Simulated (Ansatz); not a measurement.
# C2H7BSeSi: basis-set convergence

How large a basis does C2H7BSeSi need? Two functionals are run in growing sets.

Program: Ansatz 0.2.0, Gaussian basis. Level of theory: one geometry, several basis sets. These are calculated values, not measurements.

The runs, in order: PBE0-D4/def2-SVP; ωB97M-V/def2-SVP; PBE0-D4/def2-QZVPP; ωB97M-V/def2-QZVPP; the functionals' def2-TZVPP values are taken from earlier runs.

## Step 1: The geometry

An earlier PBE0-D4 in a triple-zeta def2 set relaxation fixed the geometry.

SMILES `BC1([SiH3])C[Se]1`, 12 atoms, charge 0, spin multiplicity 1.

Atoms are counted from 1 here; the program's logs count them from 0.

Bond lengths: B1–C2 1.560 Å, B1–H6 1.198 Å, B1–H7 1.197 Å, C2–Si3 1.867 Å, C2–C4 1.466 Å, C2–Se5 1.998 Å, Si3–H8 1.482 Å, Si3–H9 1.488 Å, Si3–H10 1.489 Å, C4–Se5 1.983 Å, C4–H11 1.086 Å, C4–H12 1.086 Å. Angles: C2–B1–H6 118.1°, C2–B1–H7 119.5°, H6–B1–H7 121.2°, B1–C2–Si3 126.3°, B1–C2–C4 111.0°, B1–C2–Se5 77.4°, Si3–C2–C4 121.9°, Si3–C2–Se5 113.3°, C4–C2–Se5 67.8°, C2–Si3–H8 109.7°, C2–Si3–H9 109.5°, C2–Si3–H10 108.7°, H8–Si3–H9 110.6°, H8–Si3–H10 109.5°, H9–Si3–H10 108.8°, C2–C4–Se5 69.0°, C2–C4–H11 120.0°, C2–C4–H12 117.9° and more.

## Step 2: PBE0-D4 in def2-SVP

File in.yaml:

```yaml
crystal:
  periodic: [false, false, false]
  atoms:
    - {symbol: B, position_ang: [-0.734215, 1.464079, -0.282894]}
    - {symbol: C, position_ang: [-0.212104, 0.037154, 0.072326]}
    - {symbol: Si, position_ang: [1.372689, -0.368031, 0.973225]}
    - {symbol: C, position_ang: [-1.006177, -0.995174, -0.600009]}
    - {symbol: Se, position_ang: [0.000984, 0.096706, -1.913756]}
    - {symbol: H, position_ang: [-1.906324, 1.599878, -0.492596]}
    - {symbol: H, position_ang: [-0.019736, 2.409956, -0.118351]}
    - {symbol: H, position_ang: [2.366960, 0.706189, 0.743223]}
    - {symbol: H, position_ang: [1.894811, -1.676664, 0.495786]}
    - {symbol: H, position_ang: [1.082051, -0.470935, 2.429557]}
    - {symbol: H, position_ang: [-0.689048, -2.033357, -0.563011]}
    - {symbol: H, position_ang: [-2.072691, -0.824900, -0.709401]}
basis:
  gaussian: {orbitals: def2-SVP}
hamiltonian: {xc: pbe0, dispersion: d4}
output: {orbitals: {seedname: orbitals}}
```

After this run come: ωB97M-V in def2-SVP; PBE0-D4 in def2-QZVPP; ωB97M-V in def2-QZVPP.

Before running them: what should the planned runs give, taken together? Wanted: PBE0-D4: double and triple zeta above quadruple; ωB97M-V: double and triple zeta above quadruple.

**Answer**, as computed:

| quantity | value |
| --- | --- |
| PBE0-D4: double and triple zeta above quadruple | 15.70, 1.81 eV |
| ωB97M-V: double and triple zeta above quadruple | 15.81, 1.73 eV |

PBE0-D4 gains 13.89 eV from double to triple zeta, then 1.81 eV more. These are total energies; as a rule much of such shifts cancels in differences, which this series doesn't test.
